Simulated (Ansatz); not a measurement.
# C started on an O site in rutile SiO2, 12 atoms, charge 0, part 2 of 2

Ansatz 0.2.0, PAW. Earlier steps stand in the parts before.

## 7. Variant: functional PBE0

Input file in.yaml:

```yaml
crystal:
  lattice:
    - [4.194347, 0.000000, 0.000000]
    - [0.000000, 4.194347, 0.000000]
    - [0.000000, 0.000000, 5.357095]
  atoms:
    - { symbol: Si, position: [0.003899, 0.001117, 0.000208] }
    - { symbol: Si, position: [0.002163, 0.004283, 0.502275] }
    - { symbol: Si, position: [0.498945, 0.500939, 0.252032] }
    - { symbol: Si, position: [0.500494, 0.504070, 0.753655] }
    - { symbol: O, position: [0.304590, 0.309626, 0.998308] }
    - { symbol: O, position: [0.689485, 0.689618, 0.999973] }
    - { symbol: O, position: [0.697009, 0.689887, 0.496939] }
    - { symbol: O, position: [0.194602, 0.806491, 0.250516] }
    - { symbol: O, position: [0.189590, 0.807141, 0.755439] }
    - { symbol: O, position: [0.815334, 0.196508, 0.249716] }
    - { symbol: O, position: [0.813455, 0.187551, 0.754518] }
    - { symbol: C, position: [0.300658, 0.302853, 0.497795] }
kpoints:
  mp_grid: { grid: [2, 2, 2], shift: [0.5, 0.5, 0.5] }
hamiltonian:
  xc: pbe0
scf:
  occupations: { method: fermi_dirac, width: 0.01 }
  max_iter: 50
output:
  forces: true
  eigenvalues: true
  stress: true
  write_density: true
  write_potential: true
  elf: true
  volumetric_format: npy
```

The run is started by

```
$ ansatz run in.yaml --threads 8 --pin off --max-ram 13300MiB --runs-dir r --events-out ev --progress --plain
```

The program printed:

```text
Pseudopotentials: kind: paw
Functional definition: PBE0
  parameter a = 0.25
  parameter kappa = 0.804
  parameter beta = 0.06672455060314922
  exchange = (1 - a)*pbe_x(kappa = kappa, mu = beta*pi^2/3) + a*exact_x
  correlation = pbe_c(beta = beta)
Crystal: 12 atoms, lattice volume = 94.245 Å³
Basis set: ecut = 420 eV, 1805 PW (Γ), exchange–correlation on 60×60×72 points (8 copies of the dense FFT grid, shifted against one another)
Bands: 43, of which v1, the nominal top of the filled ones, is band 31 counted from 1 (30 counted from 0)
Symmetry: 1 space group operations
Space group: P1 (ITA 1), of the structure as read, at distance tolerance 4.6e-5 Å
k-points: 4 of 8 (time reversal used)
Non-local potential: Si, projectors of the file, l = 0: 2, l = 1: 2, l = 2: 2
Non-local potential: O, projectors of the file, l = 0: 2, l = 1: 2, l = 2: 1
Non-local potential: C, projectors of the file, l = 0: 2, l = 1: 2, l = 2: 1
PAW form: soft (Blöchl's): semilocal exchange-correlation on the pseudo side does not see the compensation charge
PAW frozen core: Si, regenerated for the run's functional, and the local potential with it (the file was generated under x = pbe(κ = 0.804, μ = 0.2195149727645171), c = pbe(β = 0.06672455060314922))
PAW frozen core: O, regenerated for the run's functional, and the local potential with it (the file was generated under x = pbe(κ = 0.804, μ = 0.2195149727645171), c = pbe(β = 0.06672455060314922))
PAW frozen core: C, regenerated for the run's functional, and the local potential with it (the file was generated under x = pbe(κ = 0.804, μ = 0.2195149727645171), c = pbe(β = 0.06672455060314922))
PAW one-centre angular grid: Si, 110 points (default); XC on 64 Gauss nodes
PAW one-centre angular grid: O, 110 points (default); XC on 64 Gauss nodes
PAW one-centre angular grid: C, 110 points (default); XC on 64 Gauss nodes
Initial density: superposition of atomic densities (neutral atoms: chi_scale 0, normalization atom), corrected by the library's trained network
Initial wavefunctions: pseudopotential atomic-orbital guess
Functional: x = pbe(κ = 0.804, μ = 0.2195149727645171), c = pbe(β = 0.06672455060314922), warm-up for x = 0.75 pbe(κ = 0.804, μ = 0.2195149727645171) + 0.25 exact, c = pbe(β = 0.06672455060314922)
SCF iter   1: F=—  HF=-6771.431983 eV  |F-HF|=—  |Δ(HF+E_count)|=         —  Δρ=1.02e-2  dr2=1.36e-1  ethr=1.77e-3  ⟨swp⟩=12.0  Hψ=948  notcnv=0
preconditioner: auto → none  [insulator: Δε(μ)=1.306 eV  Ē_g=17.825 eV  σ=0.010 eV  W_gap=1.00  n_scr=28 (ndim 8)  ℏωp=30.1 eV  f_vac=0.000  D(μ)=0.00/eV (n_scr^D=0)]
iter 2 solved again at ethr=1.85e-5 eV; its pass at ethr=2.20e-4 eV (dr2=1.15e-2 eV) is discarded
SCF iter   2: F=—  HF=-6771.399381 eV  |F-HF|=—  |Δ(HF+E_count)|=   3.26e-2  Δρ=3.47e-3  dr2=1.14e-2  ethr=1.85e-5  ⟨swp⟩=4.2  Hψ=793  notcnv=0  defer=2
SCF iter   3: F=—  HF=-6771.397446 eV  |F-HF|=—  |Δ(HF+E_count)|=   1.94e-3  Δρ=9.04e-4  dr2=2.54e-4  ethr=1.85e-5  ⟨swp⟩=6.2  Hψ=465  notcnv=0  defer=2
SCF iter   4: F=-6771.397556 eV  HF=-6771.397555 eV  |F-HF|=1.31e-6  |Δ(HF+E_count)|=   1.09e-4  Δρ=1.66e-4  dr2=1.16e-5  ethr=4.09e-7  ⟨swp⟩=3.5  Hψ=433  notcnv=0  defer=2
SCF 1 stopped early in 4 iterations: F = -6771.397556 eV  dr2 = 1.16e-5
Initial density: handed on by an earlier stage of this run
Initial wavefunctions: those handed on with the density
Functional: x = 0.75 pbe(κ = 0.804, μ = 0.2195149727645171) + 0.25 exact, c = pbe(β = 0.06672455060314922)
Frozen-core exchange: fock
SCF iter   1: F=—  HF=-6774.387890 eV  |F-HF|=—  |Δ(HF+E_count)|=         —  Δρ=1.11e-2  dr2=1.35e-1  ethr=1.87e-7  ⟨swp⟩=12.5  Hψ=1029  notcnv=0
preconditioner: auto → none  [insulator: Δε(μ)=3.535 eV  Ē_g=21.206 eV  σ=0.010 eV  W_gap=1.00  n_scr=28 (ndim 8)  ℏωp=30.1 eV  f_vac=0.000  D(μ)=0.00/eV (n_scr^D=0)]
SCF iter   2: F=—  HF=-6774.343403 eV  |F-HF|=—  |Δ(HF+E_count)|=   4.45e-2  Δρ=4.49e-3  dr2=2.01e-2  ethr=1.87e-7  ⟨swp⟩=5.5  Hψ=788  notcnv=0
SCF iter   3: F=—  HF=-6774.397239 eV  |F-HF|=—  |Δ(HF+E_count)|=   5.38e-2  Δρ=3.15e-3  dr2=9.56e-3  ethr=1.87e-7  ⟨swp⟩=5.2  Hψ=710  notcnv=0  defer=1
SCF iter   4: F=—  HF=-6774.394507 eV  |F-HF|=—  |Δ(HF+E_count)|=   2.73e-3  Δρ=5.76e-4  dr2=7.95e-4  ethr=1.87e-7  ⟨swp⟩=4.0  Hψ=633  notcnv=0
SCF iter   5: F=—  HF=-6774.397331 eV  |F-HF|=—  |Δ(HF+E_count)|=   2.82e-3  Δρ=7.18e-4  dr2=4.05e-4  ethr=1.87e-7  ⟨swp⟩=4.5  Hψ=577  notcnv=0
SCF iter   6: F=—  HF=-6774.397232 eV  |F-HF|=—  |Δ(HF+E_count)|=   9.91e-5  Δρ=1.03e-4  dr2=6.35e-5  ethr=1.87e-7  ⟨swp⟩=3.0  Hψ=393  notcnv=0
SCF iter   7: F=—  HF=-6774.397454 eV  |F-HF|=—  |Δ(HF+E_count)|=   2.22e-4  Δρ=1.83e-4  dr2=3.09e-5  ethr=9.78e-9  ⟨swp⟩=4.5  Hψ=504  notcnv=0
SCF iter   8: F=-6774.397460 eV  HF=-6774.397465 eV  |F-HF|=4.58e-6  |Δ(HF+E_count)|=   1.09e-5  Δρ=7.03e-5  dr2=4.21e-6  ethr=9.78e-9  ⟨swp⟩=4.5  Hψ=440  notcnv=0
SCF 2 stopped early in 8 iterations: F = -6774.397460 eV  dr2 = 4.21e-6
  Residual-converged pass: ⟨swp⟩=3.5  Hψ=423  notcnv=0  max |occ|·‖R‖ = 5.5e-6 eV (tolerance 6.7e-6 eV)  dr2=4.19e-6  dr2_onsite=1.51e-7  max |Δocc| = 0.0e0
hybrid outer 1: dexx = +7.376e-2 eV, tail = 7.46e-5 eV
SCF iter   1: F=—  HF=-6774.397471 eV  |F-HF|=—  |Δ(HF+E_count)|=         —  Δρ=6.84e-5  dr2=1.81e-6  ethr=6.01e-7  ⟨swp⟩=6.0  Hψ=441  notcnv=0
preconditioner: auto → none  [insulator: Δε(μ)=3.527 eV  Ē_g=21.155 eV  σ=0.010 eV  W_gap=1.00  n_scr=28 (ndim 8)  ℏωp=30.1 eV  f_vac=0.000  D(μ)=0.00/eV (n_scr^D=0)]
SCF iter   2: F=—  HF=-6774.397473 eV  |F-HF|=—  |Δ(HF+E_count)|=   2.89e-6  Δρ=4.16e-5  dr2=5.03e-7  ethr=2.54e-9  ⟨swp⟩=4.5  Hψ=464  notcnv=0
SCF iter   3: F=—  HF=-6774.397473 eV  |F-HF|=—  |Δ(HF+E_count)|=   9.23e-8  Δρ=1.29e-5  dr2=7.63e-8  ethr=7.84e-10  ⟨swp⟩=4.5  Hψ=381  notcnv=0  defer=2
SCF iter   4: F=-6774.397473 eV  HF=-6774.397473 eV  |F-HF|=5.11e-9  |Δ(HF+E_count)|=   1.71e-8  Δρ=3.56e-6  dr2=7.57e-9  ethr=1.17e-10  ⟨swp⟩=5.2  Hψ=457  notcnv=0  defer=1
SCF 3 converged in 4 iterations: F = -6774.397473 eV  dr2 = 7.57e-9
  Residual-converged pass: ⟨swp⟩=3.5  Hψ=422  notcnv=0  max |occ|·‖R‖ = 1.0e-6 eV (tolerance 1.1e-6 eV)  dr2=7.79e-9  dr2_onsite=8.94e-10  max |Δocc| = 0.0e0
[... from here the SCF cycle lines were not kept, up to the last twenty ...]
hybrid outer 2: dexx = +2.643e-6 eV, tail = 5.71e-8 eV, Δε = 2.60e-3 eV (about 7.62e-5 eV left of the loop's levels), ΔF = 1.57e-2 eV/Å (tail 1.81e-3)
SCF iter   1: F=—  HF=-6774.397473 eV  |F-HF|=—  |Δ(HF+E_count)|=         —  Δρ=6.47e-6  dr2=2.11e-8  ethr=4.60e-10  ⟨swp⟩=8.0  Hψ=498  notcnv=0
SCF iter   2: F=-6774.397473 eV  HF=-6774.397473 eV  |F-HF|=1.77e-9  |Δ(HF+E_count)|=   3.36e-9  Δρ=2.38e-6  dr2=2.81e-9  ethr=3.32e-11  ⟨swp⟩=4.8  Hψ=414  notcnv=0  defer=3
SCF 4 converged in 2 iterations: F = -6774.397473 eV  dr2 = 2.81e-9
  Residual-converged pass: ⟨swp⟩=3.0  Hψ=405  notcnv=0  max |occ|·‖R‖ = 7.1e-7 eV (tolerance 9.8e-7 eV)  dr2=2.85e-9  dr2_onsite=1.29e-10  max |Δocc| = 0.0e0
hybrid outer 3: dexx = +3.951e-9 eV, tail = 5.91e-9 eV, Δε = 1.30e-4 eV (about 4.54e-5 eV left of the loop's levels), ΔF = 3.64e-4 eV/Å (tail 3.10e-4)
hybrid SCF converged: 3 outer / 14 inner (+4 warm-up), last move |dexx| = 3.95e-9 eV, tail = 5.91e-9 eV
Stability not checked: this state was not tested for a lower state beside it, because the functional holds exact exchange (a hybrid, or Hartree-Fock), whose exchange loop this test does not read (fock_operator; see scf.lower_state_search)
Free energy (F): -6774.397473 eV
Harris-Foulkes:  -6774.397473 eV  (|F-HF|=1.77e-9)
Internal energy: -6774.397473 eV  (E = F + TS)
E sigma→0 (E₀):  -6774.397473 eV
Fermi energy:    10.420485 eV
--- Per-component energies (eV) ---
  E_band       = 4.326318
  E_kinetic    = 1553.137409
  E_local      = -2276.877661  (includes V_loc(G=0)·N_el)
  E_nonlocal   = 447.407699
  E_hartree    = 812.014869
  E_xc         = -619.372595
  E_vxc        = -717.840786  (∫ρ·V_xc dr)
  E_exx        = -200.437795  (= α·E_x^exact, valence–valence)
  E_paw        = -3247.986724  (= ΣΔE_a)
  E_vpaw       = -224.671762  (= ΣTr[D̂ρ^β])
  E_aug_tail   = 0.017716  (compensation charges beyond the density's cutoff)
  E_ewald      = -3241.879554
  E_core_change = -0.420839  (= ΣΔE_core)
  E_smearing   = -0.000000  (= −TS)
  E_closure    = 0.000000  (closes the sum)
  Σ components = -6774.397473   (vs F -6774.397473, Δ=9.09e-13)
--- Forces (eV/Å), atoms counted from 1 ---
  atom   1  Si     0.07606285     0.10896394     0.47422427
  atom   2  Si    -1.57993554    -2.05453498    -0.19207858
  atom   3  Si     0.98474341     0.76780180    -2.82205151
  atom   4  Si     0.40258786     0.19993337     1.26606804
  atom   5  O      0.11534447    -0.39971794     0.35918475
  atom   6  O      0.73120226     0.72039082     0.26061228
  atom   7  O      1.15551424     1.52873787     0.66023689
  atom   8  O      0.07637827    -0.45637297     0.18967136
  atom   9  O      0.69759897    -0.83736459    -0.70457638
  atom  10  O     -1.14756423    -0.01785282     0.14789899
  atom  11  O     -1.49352505     0.83534221    -0.51734230
  atom  12  C     -0.01837754    -0.39530715     0.87814420
  max |Σ_I F_I| component: 3.00e-5 eV/Å
--- Stress (GPa, compression-positive) ---
       13.621804       5.607053      -0.961267
        5.607053      13.316429      -0.613461
       -0.961250      -0.613474      13.476678
  P = ⅓ Tr σ = 13.4716 GPa (134.716 kbar)
--- Band table (eV) ---
  k-point 0: bands = ["-14.4177", "-13.1441", "-12.4913", "-11.8030", "-11.7580", "-11.1696", "-10.8145", "-4.1445", "-1.4818", "-0.7904", "0.0333", "0.8841", "1.2465", "1.5750", "2.2812", "2.3907", "3.1509", "3.7880", "3.8652", "4.0124", "4.4480", "4.8541", "5.5619", "5.6285", "6.0234", "6.4123", "6.8257", "7.3142", "7.7596", "7.8391", "8.1016", "12.5217", "19.5008", "20.0628", "20.2677", "20.8592", "21.8804", "21.9323", "23.1287", "23.2408", "23.7586", "23.8712", "24.3023"]
  k-point 1: bands = ["-14.4215", "-13.1116", "-12.5355", "-11.8044", "-11.7442", "-11.1700", "-10.8106", "-4.1408", "-1.4827", "-0.8141", "0.0627", "0.8558", "1.2471", "1.5824", "2.2866", "2.3927", "3.1421", "3.7718", "3.8377", "4.0837", "4.4962", "4.8594", "5.5598", "5.6166", "5.9718", "6.3947", "6.8256", "7.2955", "7.7230", "7.7827", "8.2306", "12.5216", "19.5034", "20.0404", "20.2270", "20.9537", "21.8804", "21.9472", "23.0688", "23.2200", "23.7237", "23.9119", "24.3085"]
  k-point 2: bands = ["-14.3551", "-13.0639", "-12.7798", "-12.0764", "-11.3137", "-11.0774", "-10.9369", "-3.7495", "-1.6328", "-1.1460", "-0.3238", "0.8527", "1.0249", "1.6906", "2.0444", "2.7826", "3.3855", "3.5818", "3.9671", "4.4146", "4.7339", "5.0069", "5.4940", "5.7688", "5.9626", "6.4521", "6.6876", "6.9021", "7.3101", "8.0814", "8.6580", "12.1852", "19.1958", "20.0361", "20.4538", "20.6425", "20.8021", "22.7044", "23.0205", "23.3769", "23.6428", "23.8833", "24.1124"]
  k-point 3: bands = ["-14.3553", "-13.0542", "-12.7909", "-12.0793", "-11.3100", "-11.0676", "-10.9452", "-3.7502", "-1.6449", "-1.1415", "-0.3179", "0.8666", "1.0190", "1.6871", "2.0588", "2.7681", "3.3769", "3.5962", "3.9693", "4.4007", "4.7160", "5.0064", "5.5046", "5.7850", "5.9581", "6.4608", "6.6874", "6.8912", "7.3163", "8.0850", "8.6460", "12.1900", "19.1939", "20.0285", "20.4883", "20.5914", "20.8209", "22.7261", "22.9848", "23.3969", "23.6598", "23.8807", "24.1467"]
```

Wall time 12 s (8 threads of Intel Xeon Platinum 8259CL at 2.50GHz, shared host); peak memory 0.71 GiB.

Against the first run: forces by 0.207 eV/Å rms; pressure -3.59 GPa; frontier spacing 3.53 eV (base 1.16). Total energies of different functionals, charges or dispersion terms don't compare.

## 8. Summary of results

What follows sums up all 2 parts.

| settings | status | cycles | time | energy from base (meV/atom) | forces from base (eV/Å rms) | filled to empty level on the mesh (eV) |
| --- | --- | --- | --- | --- | --- | --- |
| base | converged | 8 | 1.2 s (8 CPU threads) | 0 | 0 | 1.16 |
| cutoff 480 eV, xc grid 2, density threshold 1e-05 eV | converged | 6 | 1 s (8 CPU threads) | -3.6 | 0.001 | 1.16 |
| mixing beta 0.03, smearing width 1.0 eV | converged, settings too loose | 11 | 1.1 s (8 CPU threads) | -1.4 | 0.404 | - |
| dispersion D3(BJ), density threshold 1e-05 eV | converged | 6 | 0.9 s (8 CPU threads) | - | 0.002 | 1.16 |
| smearing width 0.2 eV, accuracy low, density cutoff ratio 8 | converged, settings too loose | 8 | 1.1 s (8 CPU threads) | +2.4 | 0.021 | - |
| functional PBE0 | converged | 18 | 12 s (8 CPU threads) | - | 0.207 | 3.53 |

**What this shows.** Among these variants the forces move most with mixing beta 0.03, smearing width 1.0 eV (0.404 eV/Å rms) and least with cutoff 480 eV, xc grid 2, density threshold 1e-05 eV (0.001).
